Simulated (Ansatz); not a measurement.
# CH4O2S2W: geometry and vibrations

The task is to find a stationary geometry of CH4O2S2W, then compute its harmonic vibrations to see whether it is a minimum and to get the zero-point energy and entropy, and look at its orbitals and charge.

Computed with Ansatz 0.2.0, Gaussian basis. Level: RKS PBE0-D4/def2-TZVP.

Levels to be run: relaxation at PBE0-D4/def2-TZVP; harmonic vibrations at the same level; a single point in def2-TZVPP for the fields.

### Step 1. Starting geometry

SMILES `C[O][W]([OH])(=[S])=[S]`, 10 atoms, charge 0, spin multiplicity 1.

Atoms are counted from 1 here; the program's logs count them from 0.

Bond lengths: C1–O2 1.398 Å, C1–H7 1.100 Å, C1–H8 1.098 Å, C1–H9 1.101 Å, O2–W3 1.802 Å, W3–O4 1.833 Å, W3–S5 2.189 Å, W3–S6 2.189 Å, O4–H10 0.966 Å. Angles: O2–C1–H7 109.2°, O2–C1–H8 110.3°, O2–C1–H9 108.6°, H7–C1–H8 109.5°, H7–C1–H9 109.5°, H8–C1–H9 109.6°, C1–O2–W3 157.3°, O2–W3–O4 123.8°, O2–W3–S5 105.1°, O2–W3–S6 104.8°, O4–W3–S5 108.7°, O4–W3–S6 108.6°, S5–W3–S6 104.2°, W3–O4–H10 172.2°.

Geometry (Å):

```xyz
10
CH4O2S2W
C     0.7981   -1.7058    0.6696
O     0.2212   -0.6399   -0.0275
W    -0.4345    1.0187   -0.2836
O    -1.1492    1.5984   -1.8690
S     1.1896    2.3701    0.2888
S    -1.9308    1.2780    1.2934
H     1.8804   -1.5347    0.7624
H     0.6214   -2.6496    0.1377
H     0.3459   -1.7558    1.6724
H    -1.5422    2.0204   -2.6441
```

The start is a GFN2-xTB geometry. W takes the def2 core potential; no spin-orbit term is included.

### Step 2. Relaxation at PBE0-D4/def2-TZVP

Input file in.yaml:

```yaml
crystal:
  periodic: [false, false, false]
  atoms:
    - {symbol: C, position_ang: [0.798120, -1.705750, 0.669570]}
    - {symbol: O, position_ang: [0.221180, -0.639910, -0.027520]}
    - {symbol: W, position_ang: [-0.434470, 1.018740, -0.283640]}
    - {symbol: O, position_ang: [-1.149190, 1.598450, -1.869020]}
    - {symbol: S, position_ang: [1.189570, 2.370060, 0.288760]}
    - {symbol: S, position_ang: [-1.930760, 1.278050, 1.293390]}
    - {symbol: H, position_ang: [1.880430, -1.534680, 0.762410]}
    - {symbol: H, position_ang: [0.621400, -2.649630, 0.137740]}
    - {symbol: H, position_ang: [0.345910, -1.755770, 1.672440]}
    - {symbol: H, position_ang: [-1.542200, 2.020430, -2.644130]}
basis:
  gaussian: {orbitals: def2-TZVP}
hamiltonian: {xc: pbe0, dispersion: d4}
relax: {f_tol: 0.005, max_steps: 150}
```

Command:

```
$ ansatz run in.yaml --threads 4 --pin off --events-out ev --progress --plain --max-ram 11315MiB
```

The program printed, cut to the lines that bear on the results:

```text
Functional definition: PBE0
  name "PBE0"
  cite "Adamo & Barone, J. Chem. Phys. 110, 6158 (1999) doi:10.1063/1.478522"
  cite "Perdew, Burke & Ernzerhof, Phys. Rev. Lett. 77, 3865 (1996) doi:10.1103/PhysRevLett.77.3865"
  parent pbe
[...]
1600 factors; their error is unknown
[...]
mean field -28686.90881086 eV, -1054.2244541141 hartree, gradient 7.5e-5 eV, S^2 0.000000; 0 other end points of the search recorded, 0 dependent functions left out
[...]
reference -28686.90884302 eV, -1054.2244552958 hartree; 36, 36 occupied and 195, 195 virtual orbitals, 1600 factors
relax step   1: F+E_penalty+E_count = -28687.18524509 eV  Δ(F+E_penalty+E_count) = +0.000e0 eV  max|allowed force component| = 2.789e0 eV/Å  Δτ_max = 0.0000 Å  (35 SCF iters, accepted)
[...]
relax step   9: F+E_penalty+E_count = -28687.59076241 eV  Δ(F+E_penalty+E_count) = -1.582e-3 eV  max|allowed force component| = 5.591e-2 eV/Å  Δτ_max = 0.0274 Å  (37 SCF iters, accepted)
[...]
relax step  17: F+E_penalty+E_count = -28687.62686230 eV  Δ(F+E_penalty+E_count) = -1.226e-3 eV  max|allowed force component| = 3.170e-2 eV/Å  Δτ_max = 0.0801 Å  (37 SCF iters, accepted)
[...]
relax step  25: F+E_penalty+E_count = -28687.62799370 eV  Δ(F+E_penalty+E_count) = +5.996e-5 eV  max|allowed force component| = 7.109e-2 eV/Å  Δτ_max = 0.0730 Å  (42 SCF iters, rejected (line search))
[...]
relax step  32: F+E_penalty+E_count = -28687.62831604 eV  Δ(F+E_penalty+E_count) = -1.133e-5 eV  max|allowed force component| = 1.171e-2 eV/Å  Δτ_max = 0.0045 Å  (39 SCF iters, accepted)
[...]
relax step  33: F+E_penalty+E_count = -28687.62832679 eV  Δ(F+E_penalty+E_count) = -1.075e-5 eV  max|allowed force component| = 4.520e-3 eV/Å  Δτ_max = 0.0061 Å  (38 SCF iters, accepted)
1600 factors; their error is unknown
mean field -28687.34883278 eV, -1054.2406246214 hartree, gradient 1.7e-5 eV, S^2 0.000000; 1 other end points of the search recorded, 0 dependent functions left out
[...]
reference -28687.34886440 eV, -1054.2406257833 hartree; 36, 36 occupied and 195, 195 virtual orbitals, 1600 factors
Total energy: -28687.62835840 eV, -1054.2508969985 hartree
Atom 0 at     0.727168    -1.656821     0.625181 Å, force    -0.001103     0.001567    -0.004372 eV/Å
Atom 1 at     0.446340    -0.555880    -0.204411 Å, force    -0.000861     0.000339     0.004520 eV/Å
Atom 2 at    -0.397148     1.079782    -0.189571 Å, force     0.002927     0.002273    -0.003235 eV/Å
Atom 3 at    -1.404929     1.291712    -1.756333 Å, force    -0.001793    -0.000823     0.000089 eV/Å
Atom 4 at     1.061576     2.623250    -0.025840 Å, force     0.000442    -0.000560     0.001370 eV/Å
Atom 5 at    -1.686546     1.138246     1.502247 Å, force    -0.000986    -0.000023    -0.000188 eV/Å
Atom 6 at     1.709946    -1.522922     1.083068 Å, force     0.001886    -0.000222     0.000598 eV/Å
Atom 7 at     0.733610    -2.559441     0.011359 Å, force     0.000009    -0.001445     0.000700 eV/Å
Atom 8 at    -0.032438    -1.744624     1.406259 Å, force    -0.000103    -0.001028     0.000719 eV/Å
Atom 9 at    -1.157589     1.906686    -2.451959 Å, force    -0.000419    -0.000078    -0.000201 eV/Å
Dipole moment:     0.168072    -0.486585    -0.342470 e Å
```

It took 5.4 min on 4 threads of Arm Neoverse N1, shared host; peak memory 0.86 GiB.

Relaxation path: (the energy doesn't fall at every step)

```tsv
step	energy from step 1 (eV)	largest force component (eV/Å)
1	0.0000	2.7888
2	-0.2035	1.2482
3	-0.2673	0.2440
4	-0.2808	0.2559
5	-0.3517	0.3366
6	-0.3831	0.7123
7	-0.4010	0.2081
8	-0.4039	0.1060
9	-0.4055	0.0559
10	-0.4086	0.1853
11	-0.3604	1.8837
12	-0.4198	0.1416
13	-0.4280	0.2053
14	-0.4009	1.2406
15	-0.4354	0.1601
16	-0.4404	0.0681
17	-0.4416	0.0317
18	-0.4419	0.0290
19	-0.4418	0.0835
20	-0.4423	0.0132
21	-0.4426	0.0208
22	-0.4422	0.1130
23	-0.4424	0.0901
24	-0.4428	0.0120
25	-0.4427	0.0711
26	-0.4416	0.1812
27	-0.4429	0.0080
28	-0.4429	0.0380
29	-0.4430	0.0075
30	-0.4430	0.0162
31	-0.4431	0.0150
32	-0.4431	0.0117
33	-0.4431	0.0045
```

Close pairs (by a distance rule), those that changed most:

```tsv
bond	before (Å)	after (Å)	change (Å)
W3–S6	2.189	2.128	-0.061
W3–S5	2.189	2.130	-0.059
W3–O4	1.833	1.875	+0.042
O2–W3	1.802	1.840	+0.039
C1–O2	1.398	1.407	+0.009
C1–H9	1.101	1.093	-0.008
C1–H7	1.100	1.092	-0.007
C1–H8	1.098	1.092	-0.006
```

Mulliken charges of the relaxed molecule (report file):

```tsv
atom	value (e)
C1	-0.18
O2	-0.42
W3	1.07
O4	-0.59
S5	-0.34
S6	-0.33
H7	0.14
H8	0.14
H9	0.14
H10	0.36
```

### Step 3. Vibrations by finite differences

Input file in.yaml:

```yaml
crystal:
  periodic: [false, false, false]
  atoms:
    - {symbol: C, position_ang: [0.727168, -1.656821, 0.625181]}
    - {symbol: O, position_ang: [0.446340, -0.555880, -0.204411]}
    - {symbol: W, position_ang: [-0.397148, 1.079782, -0.189571]}
    - {symbol: O, position_ang: [-1.404929, 1.291712, -1.756333]}
    - {symbol: S, position_ang: [1.061576, 2.623250, -0.025840]}
    - {symbol: S, position_ang: [-1.686546, 1.138246, 1.502247]}
    - {symbol: H, position_ang: [1.709946, -1.522922, 1.083068]}
    - {symbol: H, position_ang: [0.733610, -2.559441, 0.011359]}
    - {symbol: H, position_ang: [-0.032438, -1.744624, 1.406259]}
    - {symbol: H, position_ang: [-1.157589, 1.906686, -2.451959]}
basis:
  gaussian: {orbitals: def2-TZVP}
hamiltonian: {xc: pbe0, dispersion: d4}
phonons: {temperatures: {t_min: 298.15, t_max: 900, t_step: 200}}
```

The command is unchanged.

The program printed, cut to the lines that bear on the results:

```text
Functional definition: PBE0
  name "PBE0"
  cite "Adamo & Barone, J. Chem. Phys. 110, 6158 (1999) doi:10.1063/1.478522"
  cite "Perdew, Burke & Ernzerhof, Phys. Rev. Lett. 77, 3865 (1996) doi:10.1103/PhysRevLett.77.3865"
  parent pbe
[...]
1600 factors; their error is unknown
[...]
mean field -28687.34882260 eV, -1054.2406242470 hartree, gradient 5.6e-5 eV, S^2 0.000000; 0 other end points of the search recorded, 0 dependent functions left out
[...]
reference -28687.34885420 eV, -1054.2406254086 hartree; 36, 36 occupied and 195, 195 virtual orbitals, 1600 factors
[...]
1600 factors; their error is unknown
mean field -28687.34866187 eV, -1054.2406183404 hartree, gradient 1.7e-6 eV, S^2 0.000000; 0 other end points of the search recorded, 0 dependent functions left out
[...]
reference -28687.34869347 eV, -1054.2406195018 hartree; 36, 36 occupied and 195, 195 virtual orbitals, 1600 factors
[...]
Atom 2 at    -0.397148     1.079782    -0.189571 Å, force     0.003999     0.002316    -0.002122 eV/Å
Atom 3 at    -1.404929     1.291712    -1.756333 Å, force    -0.001853    -0.000792     0.000176 eV/Å
Atom 4 at     1.061576     2.623250    -0.025840 Å, force     0.000160    -0.000299     0.000673 eV/Å
Atom 5 at    -1.686546     1.138246     1.502247 Å, force    -0.001376    -0.000221    -0.000525 eV/Å
Atom 6 at     1.709946    -1.522922     1.083068 Å, force     0.001901    -0.000261     0.000571 eV/Å
Atom 7 at     0.733610    -2.559441     0.011359 Å, force    -0.000033    -0.001465     0.000678 eV/Å
Atom 8 at    -0.032438    -1.744624     1.406259 Å, force    -0.000193    -0.001132     0.000730 eV/Å
Atom 9 at    -1.157589     1.906686    -2.451959 Å, force    -0.000403    -0.000043    -0.000212 eV/Å
Dipole moment:     0.168073    -0.486589    -0.342468 e Å
Vibrations: 34.78 93.93 104.24 178.47 186.30 210.27 225.73 256.53 280.90 551.38 557.97 591.37 635.41 730.65 1154.79 1170.88 1182.25 1470.12 1481.49 1486.55 3039.25 3123.11 3133.70 3887.01 cm⁻¹, zero-point energy 1.597356 eV
```

It took 7.3 min on 4 threads of Arm Neoverse N1, shared host; peak memory 0.9 GiB.

Motions are named by where the mode's potential energy lies. The modes, unscaled (a negative number is an imaginary wavenumber):

```tsv
mode	cm⁻¹	motion
1	35	torsion
2	94	bend with torsion
3	104	torsion
4	178	bend with torsion
5	186	bend
6	210	bend
7	226	bend with torsion
8	257	bend
9	281	torsion
10	551	W–S stretch
11	558	W–S stretch
12	591	W–O stretch
13	635	bend
14	731	W–O stretch
15	1155	C–O stretch
16	1171	bend
17	1182	bend
18	1470	bend
19	1481	bend
20	1487	bend
21	3039	C–H stretch
22	3123	C–H stretch
23	3134	C–H stretch
24	3887	O–H stretch
```

From these modes and the moments of inertia (298.15 K, 1 bar, symmetry number 1):

```tsv
term	value
zero-point energy	154.1 kJ/mol
H(298) − E	180.7 kJ/mol
entropy, translation	179.8 J/(mol K)
entropy, rotation	122.0 J/(mol K)
entropy, vibration	111.5 J/(mol K)
entropy, total	413.3 J/(mol K)
```

### Step 4. A single point for the fields

Edit in.yaml of step 3 so:

```diff
@@ -14,4 +14,4 @@
 basis:
-  gaussian: {orbitals: def2-TZVP}
+  gaussian: {orbitals: def2-TZVPP}
 hamiltonian: {xc: pbe0, dispersion: d4}
-phonons: {temperatures: {t_min: 298.15, t_max: 900, t_step: 200}}
+output: {orbitals: {seedname: orbitals}}
```

The command is unchanged.

The program printed:

```text
Functional definition: PBE0
  name "PBE0"
  cite "Adamo & Barone, J. Chem. Phys. 110, 6158 (1999) doi:10.1063/1.478522"
  cite "Perdew, Burke & Ernzerhof, Phys. Rev. Lett. 77, 3865 (1996) doi:10.1103/PhysRevLett.77.3865"
  parent pbe
  parameter a = 0.25
  parameter kappa = 0.804
  parameter beta = 0.06672455060314922
  exchange = (1 - a)*pbe_x(kappa = kappa, mu = beta*pi^2/3) + a*exact_x
  correlation = pbe_c(beta = beta)
1748 factors; their error is unknown
mean field evaluation 1: about -28677.6056 eV, gradient 7.5e1 eV
mean field evaluation 2: about -28631.7704 eV, gradient 1.8e2 eV
mean field evaluation 4: about -28686.2465 eV, gradient 2.3e1 eV
mean field evaluation 8: about -28687.5085 eV, gradient 2.0e-1 eV
mean field evaluation 16: about -28687.5423 eV, gradient 6.2e-4 eV
mean field -28687.54229640 eV, -1054.2477342780 hartree, gradient 2.8e-5 eV, S^2 0.000000; 0 other end points of the search recorded, 0 dependent functions left out
reference -28687.54232861 eV, -1054.2477354618 hartree; 36, 36 occupied and 253, 253 virtual orbitals, 1748 factors
Total energy: -28687.82182263 eV, -1054.2580066777 hartree
```

Wall time 10 s (4 threads of Arm Neoverse N1, shared host); peak memory 0.99 GiB.

The fields below are evaluated on a grid from the run's orbitals.

Frontier orbitals at PBE0-D4/def2-TZVPP, with the share of their density that lies nearest to each atom:

```tsv
orbital	energy (eV)	lies on
HOMO-1	-7.95	S5 67 %; O2 11 %; W3 10 %
HOMO	-7.04	S5, S6 about 46 % each
LUMO	-2.35	W3 50 %; S5, S6 about 18 % each
```

ELF in a plane through or near 5 of the atoms.

Values, 10 rows by 14 columns:
```
0.00 0.00 0.00 0.00 0.00 0.00 0.00 0.00 0.00 0.00 0.00 0.00 0.00 0.00
0.00 0.00 0.00 0.00 0.00 0.00 0.01 0.04 0.03 0.00 0.00 0.00 0.00 0.00
0.00 0.00 0.00 0.00 0.00 0.00 0.12 0.30 0.24 0.07 0.02 0.00 0.00 0.00
0.00 0.00 0.00 0.01 0.04 0.01 0.08 0.30 0.27 0.22 0.14 0.03 0.00 0.00
0.00 0.00 0.00 0.11 0.63 0.34 0.37 0.21 0.60 0.51 0.08 0.02 0.00 0.00
0.00 0.00 0.00 0.13 0.29 0.40 0.52 0.51 0.78 0.29 0.44 0.09 0.00 0.00
0.00 0.00 0.13 0.93 1.00 0.25 0.77 0.60 0.11 0.74 0.92 0.84 0.07 0.00
0.00 0.00 0.02 0.82 0.95 0.04 0.10 0.05 0.03 0.31 0.38 0.31 0.01 0.00
0.00 0.00 0.00 0.00 0.02 0.00 0.00 0.00 0.00 0.01 0.01 0.00 0.00 0.00
0.00 0.00 0.00 0.00 0.00 0.00 0.00 0.00 0.00 0.00 0.00 0.00 0.00 0.00
```
The map spans 11.3 Å across and 8.9 Å up, centred on the molecule. Atoms in the plane (x, y in Å): C1 (-1.9, -0.2), O2 (-0.5, -0.4), W3 (1.1, 0.3), H8 (-2.4, -1.2), H10 (3.1, -1.3).

On the surface of density 0.002 e/bohr³ the electrostatic potential runs, from the 1st to the 99th percentile, from -0.77 V near S6 to 2.51 V near H10.

### Step 5. Outcome

```
                  quantity            value
               point group               C1
                     steps               33
shift from the start (rms)          0.341 Å
              total energy   -28687.6284 eV
           dispersion term         -279 meV
             dipole moment           2.97 D
lowest, highest wavenumber    35, 3887 cm⁻¹
         zero-point energy     154.1 kJ/mol
       entropy at 298.15 K  413.3 J/(mol K)
                HOMO, LUMO  -7.04, -2.35 eV
```

The atoms moved 0.34 Å (rms) from the start; the bond that changed most is W3–S6, from 2.189 to 2.128 Å. No mode is imaginary: a true minimum at this level. The stiffest mode, 3887 cm⁻¹, is an O–H stretch, and 5 modes under 200 cm⁻¹ make the vibrational entropy uncertain. Harmonic hybrid wavenumbers usually lie a few per cent above measured fundamentals. The largest Mulliken charge, +1.07 e, sits on W3. The HOMO lies mostly on S5, S6 about 46 % each and the LUMO on W3 50 %; S5, S6 about 18 % each.
